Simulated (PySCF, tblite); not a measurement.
**C₄H₆BF₂Si radical: geometry, infrared bands and EPR parameters**

Aim: predict the infrared bands and EPR parameters of C₄H₆BF₂Si radical (`FB(F)C1=[C]CC[SiH2]1`).

The runs use tblite 0.8.0 and PySCF 2.14.0, with density-fitted response routines of our own; the level of theory stands in each step. All values are computed, except where a source is named. Atoms are numbered from 0 throughout.

**1. Starting geometry**

14 atoms, charge 0, multiplicity 2; geometry from: force field or distance geometry start.

Bonds of the start (Å): F0–B1 1.46, B1–F2 1.45, B1–C3 1.56, C3–C4 1.32, C4–C5 1.45, C5–C6 1.51, C6–Si7 1.90, Si7–C3 1.86, C5–H8 1.11, C5–H9 1.13, C6–H10 1.10, C6–H11 1.10, Si7–H12 1.44, Si7–H13 1.45.

**2. Relaxing the molecule with GFN2-xTB**

What the job is given:

```
{"job": {"kind": "relax", "xc": "GFN2-xTB", "basis": "xTB"}, "charge": 0, "multiplicity": 2}
F      2.935800    -0.611500     1.664600
B      2.384500    -0.944500     0.355400
F      3.294400    -1.016000    -0.774900
C      0.893500    -0.547200     0.094600
C     -0.162800    -1.335400     0.208500
C     -1.467000    -0.781700    -0.086900
C     -1.523200     0.717000     0.117300
Si     0.257900     1.134200    -0.395300
H     -1.696000    -1.015100    -1.145600
H     -2.234700    -1.238100     0.605100
H     -1.642500     0.948700     1.181700
H     -2.270000     1.205800    -0.527000
H      0.847800     2.099400     0.499800
H      0.381600     1.383800    -1.819400
```

Run with:

```
$ OMP_NUM_THREADS=1 python probes_run.py task.json out
```

The driver reads the jobs from task.json and runs them one after another.

**Question.** This job is followed by: GFN2-xTB harmonic vibrations, gas phase; UKS B3LYP, pcH-1 on B C F H Si, non-relativistic, mean-field spin-orbit, GIAO. Predict these results of the whole session: strongest single infrared mode (GFN2-xTB); zero-point energy (GFN2-xTB); g(iso) (B3LYP); ⟨S²⟩; largest a(iso) (averaged by class); potential on the surface of density 0.002 e/bohr³, 1st and 99th percentile.

**Answer**, as computed:

| quantity | value |
| --- | --- |
| strongest single infrared mode (GFN2-xTB) | 1297 cm⁻¹, 534 km/mol |
| zero-point energy (GFN2-xTB) | 56.1 kcal/mol |
| g(iso) (B3LYP) | 2.00181 |
| ⟨S²⟩ | 0.758 (exact 0.75) |
| largest a(iso) (averaged by class) | 13C on C4, 324.5 MHz |
| potential on the surface of density 0.002 e/bohr³, 1st and 99th percentile | -0.99 V and 1.41 V |

What this shows: Relaxing lowered the energy by 1.178 eV in 116 steps; the close pair that moved most is F0–B1, from 1.459 to 1.323 Å. All 36 modes are real, so the xTB geometry is a minimum. The strongest single mode, at 1297 cm⁻¹, moves mainly B1. Unscaled tight-binding wavenumbers are off by several per cent, some by more. Its intensities can rank the bands wrongly. Most of the unpaired spin sits on C4 (0.90 e). The isotropic g lies 0.5 ppt below the free-electron value. The conformer search found further structures of the same energy, which may be mirror or relabelled copies of this one.
